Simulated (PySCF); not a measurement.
# CsCl: a composite coupled-cluster curve

An exercise on one series of results from a longer session: the logs are not shown, and one member is left open.

The runs use PySCF 2.14.0; CCSD(T) on RHF, spin-free X2C with a Gaussian nucleus.

2 further runs of the same task are left out: 2 set aside as unsound or not needed.

The first run:

```
molecule             : CsCl
state                : singlet, unpaired electrons none
smaller basis        : Cs cc-pwCVDZ-X2C, Cl aug-cc-pVDZ-DK
larger basis         : Cs cc-pwCVTZ-X2C, Cl aug-cc-pVTZ-DK
frozen core orbitals : 28
extrapolation        : correlation as n⁻³ (n = 2, 3), Hartree–Fock as (n+1)·exp(−9√n)
corrections          : core–valence correlation
distances (Å)        : 2.5552, 2.6713, 2.7874, 2.9036, 3.0197, 3.1649, 3.3101
masses (u)           : 132.9054, 34.9689
dissociation limit   : Cs + Cl
```

The run is started by

```
OMP_NUM_THREADS=4 python comp.py task.json out
```

Steps of the session up to this table: Coupled cluster at each distance.

One table of the session follows, with a row left open; its other results are not shown here.

It belongs to the step «Coupled cluster at each distance». Parts of the energy along the bond, in eV from Cs + Cl:

| R (Å) | HF/CBS | CCSD corr. | (T) | core–valence |
| --- | --- | --- | --- | --- |
| 2.5552 | -2.679 | -1.156 | -0.1209 | -0.0128 |
| 2.6713 | -3.044 | -1.089 | -0.1135 | -0.0106 |
| 2.7874 | ? | ? | ? | ? |
| 2.9036 | -3.358 | -0.988 | -0.1025 | -0.0074 |
| 3.0197 | -3.384 | -0.950 | -0.0984 | -0.0063 |
| 3.1649 | -3.346 | -0.911 | -0.0943 | -0.0053 |
| 3.3101 | -3.257 | -0.880 | -0.0910 | -0.0046 |

Estimate the missing values for R (Å) = 2.7874.

Worked estimate for «HF/CBS». A straight line through the neighbours (2.6713, -3.044) and (2.9036, -3.358) gives -3.044 + (-3.358 + 3.044) × (2.7874 − 2.6713) / (2.9036 − 2.6713) = -3.201; a parabola fitted to 4 rows on both sides gives -3.257.

**Answer.** HF/CBS: -3.256; CCSD corr.: -1.034; (T): -0.1075; core–valence: -0.0088. In «HF/CBS» the line misses by +0.055 and the parabola by -0.001.

Limits of these values: An extrapolation from double and triple zeta is rough, so this isn't yet the limit.
